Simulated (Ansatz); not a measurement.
# C11H14HfO: one species, many methods

An exercise on one series of results from a longer session: the logs are not shown, and one member is left open.

The runs use Ansatz 0.2.0, Gaussian basis; functionals in def2-TZVPP, the program's frozen cores in correlated methods.

Levels to be run: LDA (SPW92), PBE-D4, revPBE-D4, BLYP-D4, r2SCAN-D4, B97M-V, PBE0-D4, B3LYP-D4, r2SCANh-D4, r2SCAN0-D4, HSE06-D4, BHLYP-D4, CAM-B3LYP-D4, LC-ωPBE, ωB97X-V, ωB97M-V, B2PLYP, PBE-QIDH; CCSD(T)/def2-SVP; CCSD(T)/def2-TZVPP; MP2/def2-QZVPP; extrapolation to the limit; RPA on PBE.

## The geometry

An earlier PBE0-D4 in a triple-zeta def2 set relaxation fixed the geometry. Hf takes the def2 core potential; no spin-orbit term is included.

SMILES `[CH3][Hf]12345678([OH])([C@H]9[C@@H]1[C@@H]2[C@@H]3[C@H]94)[C@H]1[C@@H]5[C@@H]6[C@@H]7[C@H]18`, 27 atoms, charge 0, spin multiplicity 1.

Atoms are counted from 1 here; the program's logs count them from 0.

Bond lengths: C1–Hf2 2.271 Å, C1–H14 1.095 Å, C1–H15 1.095 Å, C1–H16 1.096 Å, Hf2–O3 1.974 Å, Hf2–C4 2.548 Å, Hf2–C5 2.532 Å, Hf2–C6 2.529 Å, Hf2–C7 2.534 Å, Hf2–C8 2.550 Å, Hf2–C9 2.550 Å, Hf2–C10 2.518 Å, Hf2–C11 2.530 Å, Hf2–C12 2.547 Å, Hf2–C13 2.554 Å, O3–H17 0.955 Å, C4–C5 1.411 Å, C4–C8 1.409 Å and more. Angles: Hf2–C1–H14 114.7°, Hf2–C1–H15 109.7°, Hf2–C1–H16 110.6°, H14–C1–H15 107.2°, H14–C1–H16 107.1°, H15–C1–H16 107.2°, C1–Hf2–O3 98.0°, C1–Hf2–C4 76.2°, C1–Hf2–C5 91.5°, C1–Hf2–C6 123.7°, C1–Hf2–C7 127.8°, C1–Hf2–C8 96.9°, C1–Hf2–C9 117.3°, C1–Hf2–C10 130.6°, C1–Hf2–C11 102.8°, C1–Hf2–C12 77.0°, C1–Hf2–C13 85.6°, O3–Hf2–C4 113.1° and more.

Set-up of the first run:

in.yaml

```yaml
crystal:
  periodic: [false, false, false]
  atoms:
    - {symbol: C, position_ang: [-1.504087, -1.786621, 0.120342]}
    - {symbol: Hf, position_ang: [-0.210695, 0.068363, 0.332402]}
    - {symbol: O, position_ang: [-0.945445, 0.723374, 2.043929]}
    - {symbol: C, position_ang: [-1.703710, 0.592940, -1.663987]}
    - {symbol: C, position_ang: [-2.024376, 1.530134, -0.659576]}
    - {symbol: C, position_ang: [-0.905552, 2.364529, -0.468050]}
    - {symbol: C, position_ang: [0.111683, 1.938598, -1.346812]}
    - {symbol: C, position_ang: [-0.384681, 0.843736, -2.090334]}
    - {symbol: C, position_ang: [1.933236, -0.151822, 1.694650]}
    - {symbol: C, position_ang: [2.293204, 0.318498, 0.415378]}
    - {symbol: C, position_ang: [2.039844, -0.718947, -0.514601]}
    - {symbol: C, position_ang: [1.502630, -1.811015, 0.189248]}
    - {symbol: C, position_ang: [1.431274, -1.458296, 1.555518]}
    - {symbol: H, position_ang: [-1.368796, -2.334282, -0.818724]}
    - {symbol: H, position_ang: [-2.561571, -1.508196, 0.183941]}
    - {symbol: H, position_ang: [-1.304033, -2.490895, 0.935401]}
    - {symbol: H, position_ang: [-0.687931, 0.463832, 2.926670]}
    - {symbol: H, position_ang: [-2.350782, -0.187394, -2.032434]}
    - {symbol: H, position_ang: [-2.946819, 1.573403, -0.100445]}
    - {symbol: H, position_ang: [-0.828099, 3.160008, 0.257825]}
    - {symbol: H, position_ang: [1.090058, 2.383587, -1.448223]}
    - {symbol: H, position_ang: [0.150398, 0.295510, -2.851587]}
    - {symbol: H, position_ang: [2.000331, 0.412696, 2.612873]}
    - {symbol: H, position_ang: [2.721035, 1.284390, 0.193493]}
    - {symbol: H, position_ang: [2.225997, -0.676440, -1.577097]}
    - {symbol: H, position_ang: [1.185332, -2.749573, -0.237748]}
    - {symbol: H, position_ang: [1.041527, -2.080109, 2.347930]}
basis:
  gaussian: {orbitals: def2-TZVPP}
hamiltonian: {xc: lda}
output: {orbitals: {seedname: orbitals}}
```

Run with:

```sh
$ ansatz run in.yaml --threads 11 --pin off --events-out ev --progress --plain --max-ram 174080MiB --backend cuda --devices 0, --max-vram 75GiB
```

Among the steps run: LDA; PBE-D4 (GGA); revPBE-D4 (GGA); BLYP-D4 (GGA); r2SCAN-D4 (meta-GGA); B97M-V (meta-GGA); B3LYP-D4 (hybrid); r2SCANh-D4 (hybrid); r2SCAN0-D4 (hybrid); HSE06-D4 (hybrid); BHLYP-D4 (hybrid); CAM-B3LYP-D4 (range-separated); LC-ωPBE (range-separated); ωB97X-V (range-separated); ωB97M-V (range-separated); B2PLYP (double hybrid); PBE-QIDH (double hybrid).

One table of the session follows, with a row left open; its other results are not shown here.

It belongs to the step «Frontier levels by functional». 

| functional | HOMO (eV) | gap (eV) |
| --- | --- | --- |
| LDA (SPW92) | -5.83 | 4.29 |
| PBE-D4 | -5.66 | 4.39 |
| revPBE-D4 | -5.59 | 4.43 |
| BLYP-D4 | -5.49 | 4.36 |
| r2SCAN-D4 | -5.85 | 4.77 |
| B97M-V | -5.89 | 4.85 |
| PBE0-D4 | -6.68 | 6.32 |
| B3LYP-D4 | -6.47 | 5.90 |
| r2SCANh-D4 | -6.23 | 5.49 |
| r2SCAN0-D4 | -6.81 | 6.56 |
| HSE06-D4 | ? | ? |
| BHLYP-D4 | -7.50 | 8.18 |
| CAM-B3LYP-D4 | -7.88 | 8.61 |
| LC-ωPBE | -9.16 | 10.97 |
| ωB97X-V | -8.82 | 10.56 |
| ωB97M-V | -8.74 | 10.08 |

Estimate the missing values for HSE06-D4.

As computed: HOMO (eV): -6.29; gap (eV): 5.56. In the column «HOMO (eV)» it lies between B3LYP-D4 (-6.47) and r2SCANh-D4 (-6.23).
